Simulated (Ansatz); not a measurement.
# Cu3Pt: the cost of one run

Method: DFT LDA, scalar-relativistic, in Ansatz 0.2.0.

### 1 The system as given

It takes space group Pm-3m (No. 221, cubic). Conventional cell: a = 3.710 Å, b = 3.710 Å, c = 3.710 Å, α = 90.00°, β = 90.00°, γ = 90.00°. Cu (site symmetry 4/mmm) is surrounded by 8 Cu at 2.62 Å and 4 Pt at 2.62 Å. Pt (site symmetry m-3m) has 12 Cu at 2.62 Å in its first shell of neighbours.

As a file:

```xyz
4
Lattice="3.7100 0.0000 0.0000 0.0000 3.7100 0.0000 0.0000 0.0000 3.7100" Properties=species:S:1:pos:R:3 pbc="T T T"
Cu    0.0000    1.8550    1.8550
Cu    1.8550    0.0000    1.8550
Cu    1.8550    1.8550    0.0000
Pt    0.0000    0.0000    0.0000
```

Atoms are numbered in the order of the input: Cu1, Cu2, Cu3, Pt4.

### 2 After the deformation

Space group Pm-3m before, P4/mmm after.

### 3 LAPW, all electrons

input.yaml

```yaml
crystal:
  lattice:
    - [3.6729, 0.0, 0.0]
    - [0.0, 3.6729, 0.0]
    - [0.0, 0.0, 3.71]
  atoms:
    - { symbol: Cu, position: [0.0, 0.5, 0.5] }
    - { symbol: Cu, position: [0.5, 0.0, 0.5] }
    - { symbol: Cu, position: [0.5, 0.5, 0.0] }
    - { symbol: Pt, position: [0.0, 0.0, 0.0] }
kpoints:
  mp_grid: { grid: [9, 9, 9] }
  band_path:
    path:
      - [0.0, 0.0, 0.0]
      - [0.0, 0.5, 0.0]
      - [0.5, 0.5, 0.0]
      - [0.0, 0.0, 0.0]
      - [0.0, 0.0, 0.5]
      - [0.0, 0.5, 0.5]
      - [0.5, 0.5, 0.5]
      - [0.0, 0.0, 0.5]
      - [0.0, 0.5, 0.0]
    npoints: 5
scf:
  occupations: { method: fermi_dirac, width: 0.05 }
hamiltonian:
  xc: lda
  pseudopotentials: { kind: all_electron, lapw: { basis_error: 0.001 } }
output:
  forces: true
  stress: true
  eigenvalues: true
```

Launch:

```sh
$ ansatz run input.yaml --threads 1 --pin off --max-ram 4096MiB --backend cpu --events-out ev --progress --plain --runs-dir out
```

Q: Estimate wall time and peak memory on 1 thread of Arm Neoverse V2, shared host.

About 1.8 min, with a peak of 0.82 GiB.
